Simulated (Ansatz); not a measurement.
**LiBr+ (doublet): from Hartree-Fock to the top rungs at distance Br1–Li2 = 6.806 Å, cc-pVDZ**

An exercise on one series of results from a longer session: the logs are not shown, and one member is left open.

Method: cc-pVDZ, core rule «outside noble gas», up to 15 orbitals frozen; program: Ansatz 0.2.0, Gaussian basis.

Plan: UHF; CCSD(T) on ROHF; CCSD(T) on UHF; BCCD(T) on ROHF; CCSDT(Q) on ROHF; CCSDT(Q) on UHF; Full CI.

67 further runs of the same task are left out: 52 for a known fault of the program, 10 that didn't finish, 5 set aside as unsound or not needed.

### The system

The geometry derives from a PBE0/def2-TZVP stationary point (not a proven minimum). One bond is set to the value named and the two fragments are kept rigid. No spin-orbit coupling is included. The filled d shell of Br may be among the frozen orbitals whatever the setting's name suggests; the logs give the count.

2 atoms, charge 1, spin multiplicity 2.

Atoms are counted from 1 here; the program's logs count them from 0.

No contacts short enough for the rule that draws bonds.

Set-up of the first run:

Contents of in.yaml:

```yaml
crystal:
  periodic: [false, false, false]
  atoms:
    - {symbol: Br, position_ang: [0.000000, 0.000000, 0.000000]}
    - {symbol: Li, position_ang: [0.000000, 0.000000, 6.806000]}
basis:
  gaussian: {orbitals: cc-pVDZ}
total_charge: 1
magnetization: {spin_polarized: true, initial_magnetization: 1}
hamiltonian: {xc: hf}
output: {orbitals: {seedname: orbitals}}
```

Run with:

```
> ansatz run in.yaml --threads 1 --pin off --events-out ev --progress --plain --max-ram 2393MiB
```

Among the steps run: UHF; CCSD(T) on ROHF; CCSD(T) on UHF; BCCD(T) on ROHF; CCSDT(Q) on ROHF; CCSDT(Q) on UHF; Full CI.

One table of the session follows, with a row left open; its other results are not shown here.

```
   method  from FCI (meV)
     ROHF         +3026.7
      UHF         +2932.3
     RMP2          +402.4
     UMP2          +416.1
    RCCSD           +33.4
    UCCSD           +29.2
 RCCSD(T)            +8.6
 UCCSD(T)            +6.2
  BCCD(T)            +8.4
   RCCSDT            +4.0
   UCCSDT            +1.9
RCCSDT(Q)               ?
UCCSDT(Q)            -1.8
      FCI               0
```

Q: Estimate the row for RCCSDT(Q) from the others.

As computed: from FCI (meV): +0.3. In the column «from FCI (meV)» it lies between FCI (0) and UCCSDT (+1.9).

To keep in mind: Levels on UHF freeze UHF's core orbitals, full CI those of ROHF, so the U rows can settle a little off it for that reason alone. Restricted and unrestricted rows rest on different reference determinants; where their highest levels disagree by more than a few hundredths of an eV, they describe different states and don't form one ladder.
